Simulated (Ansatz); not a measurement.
What does this script print? It uses Ansatz 0.2.0 through its Python package.

`osi_dimer.py`:
```python
"""Interaction energy of two OSi molecules, with the counterpoise correction."""

import ansatz as az

FIRST = [
    ("O", (-0.6519, 0.2355, -0.3296)),
    ("Si", (0.6519, -0.2355, 0.3296)),
]
SECOND = [
    ("O", (-0.2077, 0.9759, -2.6743)),
    ("Si", (-0.9851, 2.2658, -2.3778)),
]

def energy(atoms, ghosts=()):
    molecule = az.Crystal.molecule()
    for symbol, xyz in atoms:
        molecule = molecule.atom(symbol, xyz)
    calc = (
        molecule.calculation()
        .basis(gaussian="cc-pVDZ")
        .functional("r2SCAN")
    )
    deck = calc.input()
    if ghosts:
        deck = deck.set(az.key.basis.gaussian.ghost_atoms, [{"symbol": s, "position_ang": list(xyz)} for s, xyz in ghosts])
    return az.Session.from_dict(deck).plan().execute().report["free_energy_ev"]

# ghost atoms carry the functions of the partner
both = energy(FIRST + SECOND)
alone = energy(FIRST) + energy(SECOND)
ghosted = energy(FIRST, SECOND) + energy(SECOND, FIRST)
print(f"dimer {both:.6f} eV")
print(f"interaction, uncorrected   {(both - alone):8.3f} eV")
print(f"interaction, counterpoise  {(both - ghosted):8.3f} eV")
print(f"basis-set superposition    {(alone - ghosted):8.3f} eV")
```

Output of `python osi_dimer.py`:
```text
dimer -19845.180346 eV
interaction, uncorrected      0.074 eV
interaction, counterpoise     0.170 eV
basis-set superposition       0.096 eV
```

Uncorrected it is 0.074 eV, with the counterpoise correction 0.170 eV; the difference, 0.10 eV, is the superposition error. In this basis both values are repulsive.

What to keep in mind:
- Total energies depend on the basis set; only differences at equal settings carry meaning.
- The dimer is a generated trial pose of unrelaxed monomers, not a minimum, so the figure is no binding energy, and the basis set is small.
- This level lacks the dispersion part of the attraction (electrostatics and induction are there), which can decide the sign where the interaction is weak.
- Timing: 7.7 s on 1 thread of Arm Neoverse V2, with other jobs on the host, peak memory 0.17 GiB.

(Lines on the test bed's own set-up are left out of the output.)
